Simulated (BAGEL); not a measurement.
**CH5BN2 (SMILES NC1BN1): B3LYP/6-31G(d) (density fitting with qzvpp-jkfit, spherical functions)**

What is the energy change on altering one bond length of CH5BN2 at B3LYP/6-31G* (density fitting with qzvpp-jkfit, spherical functions)? 

The calculation is run with BAGEL 1.2.2.

2 further runs of the same task are left out: 2 that didn't finish. Runs told in other sessions of the task aren't counted.

### Step 1. The system as given

CH5BN2: 9 atoms, total charge 0, spin state singlet. As SMILES, `NC1BN1`. The coordinates come from a PBE0-D4/def2-TZVP relaxation. This is one conformer, not always the lowest.

Bond lengths: N1–C2 1.431 Å, C2–B3 1.561 Å, C2–N4 1.467 Å, B3–N4 1.341 Å, N1–H5 1.010 Å, N1–H6 1.010 Å, C2–H7 1.092 Å, B3–H8 1.184 Å, N4–H9 1.004 Å. Some angles: N1–C2–B3 121.1°, N1–C2–N4 117.3°, B3–C2–N4 52.5°, C2–B3–N4 60.2°, C2–N4–B3 67.4°, N1–C2–H7 115.1°, B3–C2–H7 121.0°, N4–C2–H7 113.6°, C2–N1–H5 112.4°, C2–N1–H6 112.7°.

### Step 2. The energy at B3LYP/6-31G(d) (density fitting with qzvpp-jkfit, spherical functions)

Input file job.json:

```json
{ "bagel" : [

{
  "title" : "molecule",
  "basis" : "6-31gs.json",
  "df_basis" : "qzvpp-jkfit",
  "angstrom" : "true",
  "geometry" : [
    { "atom" : "N", "xyz" : [    0.142900,    1.194400,   -0.640600 ] },
    { "atom" : "C", "xyz" : [   -0.364200,   -0.077200,   -0.222300 ] },
    { "atom" : "B", "xyz" : [    0.591200,   -1.194100,    0.303200 ] },
    { "atom" : "N", "xyz" : [   -0.130500,   -0.469900,    1.171500 ] },
    { "atom" : "H", "xyz" : [    0.784000,    1.117400,   -1.417000 ] },
    { "atom" : "H", "xyz" : [   -0.589900,    1.842600,   -0.892400 ] },
    { "atom" : "H", "xyz" : [   -1.366400,   -0.317200,   -0.582700 ] },
    { "atom" : "H", "xyz" : [    1.414200,   -2.039000,    0.194700 ] },
    { "atom" : "H", "xyz" : [   -0.392800,   -0.103200,    2.068300 ] }
  ]
},
{
  "title" : "ks",
  "xc_func" : "b3lyp"
},
{
  "title" : "print",
  "file" : "orbitals.molden",
  "orbitals" : "true"
}

]}
```

The basis set 6-31G* is read from a file made from the Basis Set Exchange's data (not shown).

Run with:

```bash
BAGEL_NUM_THREADS=1 BAGEL job.json > job.out
```

The program printed:

```text
* using 1 threads per process

  ===============================================================
  ===============================================================

  *** Geometry ***

  { "atom" : "N", "xyz" : [      0.270042,      2.257089,     -1.210559 ] },
  { "atom" : "C", "xyz" : [     -0.688238,     -0.145887,     -0.420086 ] },
  { "atom" : "B", "xyz" : [      1.117206,     -2.256522,      0.572965 ] },
  { "atom" : "N", "xyz" : [     -0.246609,     -0.887982,      2.213814 ] },
  { "atom" : "H", "xyz" : [      1.481545,      2.111580,     -2.677742 ] },
  { "atom" : "H", "xyz" : [     -1.114749,      3.482009,     -1.686392 ] },
  { "atom" : "H", "xyz" : [     -2.582122,     -0.599421,     -1.101143 ] },
  { "atom" : "H", "xyz" : [      2.672451,     -3.853152,      0.367930 ] },
  { "atom" : "H", "xyz" : [     -0.742284,     -0.195020,      3.908521 ] },

  Number of auxiliary basis functions:      394

  Since a DF basis is specified, we compute 2- and 3-index integrals:
    o Being stored without compression. Storage requirement is 0.014 GB

  Number of basis functions:       66
  Number of electrons      :       30

    * METHOD: MOLECULE                             0.15

  *** Kohn-Sham DFT ***

    * Removing 16986 points whose weight is below 1.00e-10
    * Grid points: 117168

  === Nuclear Repulsion ===
   109.4483437159

       - DIIS with orbital gradients will be used.

  === KS iteration (b3lyp / 6-31gs.json) ===
      0       -150.31660406          0.16455433           0.27
      1       -144.65404646          0.16536835           0.27
      2       -156.07454754          0.18256979           0.27
      3       -171.16307071          0.08249122           0.27
      4       -173.80078785          0.07460419           0.27
      5       -175.22400443          0.02649457           0.27
      6       -175.21400043          0.02684668           0.27
      7       -175.39132988          0.01061276           0.27
      8       -175.41328278          0.00657077           0.27
      9       -175.42474586          0.00078273           0.28
     10       -175.42489683          0.00007894           0.28
     11       -175.42489839          0.00003212           0.28
     12       -175.42489866          0.00000937           0.28
     13       -175.42489866          0.00000927           0.28
     14       -175.42489869          0.00000121           0.29
     15       -175.42489869          0.00000029           0.28
     16       -175.42489869          0.00000007           0.28
     17       -175.42489869          0.00000002           0.28
     18       -175.42489869          0.00000001           0.28
     19       -175.42489869          0.00000000           0.29
    * SCF iteration converged.

    * Permanent dipole moment:
           (    0.389661,    -0.214811,     0.086941) a.u.

    * METHOD: KS                                   6.09

    * METHOD: PRINT                                0.01

  ===============================================================
```

It took 6.6 s on 1 thread of Arm Neoverse V1, shared host; peak memory 0.36 GiB.

### Step 3. The distorted shape at the same level

Input file job.json:

```json
{ "bagel": [

{
  "title": "molecule",
  "basis": "6-31gs.json",
  "df_basis": "qzvpp-jkfit",
  "angstrom": "true",
  "geometry": [
    { "atom": "N", "xyz": [       0.362742,       0.999938,      -0.565059 ] },
    { "atom": "C", "xyz": [      -0.144358,      -0.271662,      -0.146759 ] },
    { "atom": "B", "xyz": [       0.811042,      -1.388562,       0.378741 ] },
    { "atom": "N", "xyz": [       0.089342,      -0.664362,       1.247041 ] },
    { "atom": "H", "xyz": [       1.003842,       0.922938,      -1.341459 ] },
    { "atom": "H", "xyz": [      -0.589900,       1.842600,      -0.892400 ] },
    { "atom": "H", "xyz": [      -1.146558,      -0.511662,      -0.507159 ] },
    { "atom": "H", "xyz": [       1.634042,      -2.233462,       0.270241 ] },
    { "atom": "H", "xyz": [      -0.172958,      -0.297662,       2.143841 ] }
  ]
},

{ "title": "ks", "xc_func": "b3lyp" },

{ "title": "print", "file": "orbitals.molden", "orbitals": "true" }

]}
```

The basis set 6-31G* is read from a file made from the Basis Set Exchange's data (not shown).

Run with:

```bash
BAGEL_NUM_THREADS=1 BAGEL job.json > job.out
```

The program printed:

```text
* using 1 threads per process

  ===============================================================
  ===============================================================

  *** Geometry ***

  { "atom" : "N", "xyz" : [      0.685483,      1.889609,     -1.067807 ] },
  { "atom" : "C", "xyz" : [     -0.272797,     -0.513367,     -0.277334 ] },
  { "atom" : "B", "xyz" : [      1.532647,     -2.624002,      0.715717 ] },
  { "atom" : "N", "xyz" : [      0.168832,     -1.255462,      2.356566 ] },
  { "atom" : "H", "xyz" : [      1.896986,      1.744100,     -2.534990 ] },
  { "atom" : "H", "xyz" : [     -1.114749,      3.482009,     -1.686392 ] },
  { "atom" : "H", "xyz" : [     -2.166681,     -0.966901,     -0.958392 ] },
  { "atom" : "H", "xyz" : [      3.087892,     -4.220631,      0.510681 ] },
  { "atom" : "H", "xyz" : [     -0.326843,     -0.562500,      4.051272 ] },

  Number of auxiliary basis functions:      394

  Since a DF basis is specified, we compute 2- and 3-index integrals:
    o Being stored without compression. Storage requirement is 0.014 GB

  Number of basis functions:       66
  Number of electrons      :       30

    * METHOD: MOLECULE                             0.15

  *** Kohn-Sham DFT ***

    * Removing 16572 points whose weight is below 1.00e-10
    * Grid points: 117582

  === Nuclear Repulsion ===
   108.2318988515

       - DIIS with orbital gradients will be used.

  === KS iteration (b3lyp / 6-31gs.json) ===
      0       -150.17544230          0.16222720           0.30
      1       -144.44827106          0.16218626           0.29
      2       -155.62176310          0.17937395           0.28
      3       -171.15605996          0.07796627           0.28
      4       -168.31182597          0.12321885           0.27
      5       -174.88358576          0.04142989           0.28
      6       -175.04025670          0.03453223           0.29
      7       -175.36549540          0.00927343           0.29
      8       -175.37011167          0.00715421           0.27
      9       -175.38568759          0.00106080           0.28
     10       -175.38596550          0.00046572           0.29
     11       -175.38602922          0.00009029           0.29
     12       -175.38603140          0.00003122           0.29
     13       -175.38603164          0.00001084           0.28
     14       -175.38603167          0.00000328           0.27
     15       -175.38603167          0.00000131           0.27
     16       -175.38603167          0.00000027           0.27
     17       -175.38603167          0.00000007           0.27
     18       -175.38603167          0.00000005           0.27
     19       -175.38603167          0.00000001           0.28
     20       -175.38603167          0.00000001           0.27
    * SCF iteration converged.

    * Permanent dipole moment:
           (    0.365677,    -0.124906,     0.051674) a.u.

    * METHOD: KS                                   6.48

    * METHOD: PRINT                                0.01

  ===============================================================
```

It took 6.9 s on 1 thread of Arm Neoverse V1, shared host; peak memory 0.36 GiB.

### Step 4. Results

Level: B3LYP/6-31G* (density fitting with qzvpp-jkfit, spherical functions).

| quantity | value |
| --- | --- |
| first shape: total energy | -175.42490 Eh |
| first shape: dipole moment | 1.15 D |
| first shape: HOMO energy | -6.18 eV |
| first shape: LUMO energy | 0.70 eV |
| first shape: HOMO–LUMO gap | 6.88 eV |
| distorted shape: total energy | -175.38603 Eh |
| distorted shape: dipole moment | 0.99 D |
| distorted shape: HOMO energy | -6.16 eV |
| distorted shape: LUMO energy | 0.31 eV |
| distorted shape: HOMO–LUMO gap | 6.47 eV |
| energy change with the N1–H6 bond stretched from 1.010 to 1.313 Å | 1.058 eV |

With the N1–H6 bond stretched from 1.010 to 1.313 Å the energy rises by 1.06 eV (102 kJ/mol). The first shape isn't relaxed at this level, so the change isn't measured from a minimum.
